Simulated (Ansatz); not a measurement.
# SnH₃ radical: a relaxed scan of the bond length Sn1–H2

An exercise on one series of results from a longer session: the logs are not shown, and one member is left open.

Computed with Ansatz 0.2.0, Gaussian basis. Level: single points in def2-TZVPP.

Levels: PBE-D4, r2SCAN-D4, PBE0-D4, B3LYP-D4, wB97M-V, Hartree-Fock, MP2, CCSD, CCSD(T). The scan takes 1.406, 1.479, 1.584, 1.708, 1.845, 1.993, 2.149 Å.

Cores are frozen in the correlated methods. Filled d shells of the heavier atoms are correlated. Core potentials replace the inner electrons past krypton, and spin-orbit coupling is left out. Orbitals are unrestricted. B3LYP uses VWN-RPA correlation.

23 further runs of the same task are left out: 23 set aside as unsound or not needed.

**Where the work starts**

The minimum, relaxed at PBE0-D4: 4 atoms, charge 0, spin multiplicity 2.

Atoms are counted from 1 here; the program's logs count them from 0.

Bond lengths: Sn1–H2 1.715 Å, Sn1–H3 1.715 Å, Sn1–H4 1.715 Å. Angles: H2–Sn1–H3 109.6°, H2–Sn1–H4 109.6°, H3–Sn1–H4 109.6°.

Geometry (Å):

```
Sn    0.28021   -0.21157   -0.27172
H     1.05524    0.01101    1.24169
H    -1.12505   -1.17219   -0.06402
H    -0.15490    1.31255   -0.92625
```

Energies of the minimum (eV), from earlier single points: PBE-D4 -5878.44936, r2SCAN-D4 -5880.91910, PBE0-D4 -5878.83638, B3LYP-D4 -5881.00696, wB97M-V -5877.04482, CCSD(T) -5861.15959.

At the minimum the bond length Sn1–H2 is 1.715 Å.

Set-up of the first run:

Contents of relax/in.yaml:

```yaml
crystal:
  periodic: [false, false, false]
  atoms:
    - {symbol: Sn, position_ang: [0.280206, -0.211569, -0.271725]}
    - {symbol: H, position_ang: [0.915658, -0.029073, 0.969134]}
    - {symbol: H, position_ang: [-1.125045, -1.172193, -0.064017]}
    - {symbol: H, position_ang: [-0.154899, 1.312548, -0.926253]}
basis:
  gaussian: {orbitals: def2-TZVP}
magnetization: {spin_polarized: true, initial_magnetization: 1}
hamiltonian: {xc: pbe0, dispersion: d4}
relax: {f_tol: 0.005, max_steps: 200, constraints: [{distance: [0, 1]}]}
```

No record of the launch command was kept for these runs.

Among the steps run: Sn1–H2 = 1.406 Å; Sn1–H2 = 1.479 Å; Sn1–H2 = 1.584 Å; Sn1–H2 = 1.708 Å; Sn1–H2 = 1.845 Å; Sn1–H2 = 1.993 Å; Sn1–H2 = 2.149 Å.

One table of the session follows, with a row left open; its other results are not shown here.

Energies less that of the minimum at the same level (meV):

```
bond length (Å)  PBE-D4  PBE0-D4  B3LYP-D4  wB97M-V  Hartree-Fock
          1.406    1024      981      1008      951          1036
          1.479     547      510       532      486           537
          1.584     158      134       147      120           138
          1.708       2        0         1        0             0
1.715 (minimum)       0        0         0        0             0
          1.845       ?        ?         ?        ?             ?
          1.993     285      351       316      385           400
          2.149     593      702       637      764           804
```

Estimate the missing values for bond length (Å) = 1.845.

**Answer.** PBE-D4: 64; PBE0-D4: 93; B3LYP-D4: 78; wB97M-V: 108; Hartree-Fock: 108.

Caveats from the session: A polynomial through the near points puts the CCSD(T) minimum 0.014 Å below the PBE0-D4 value.
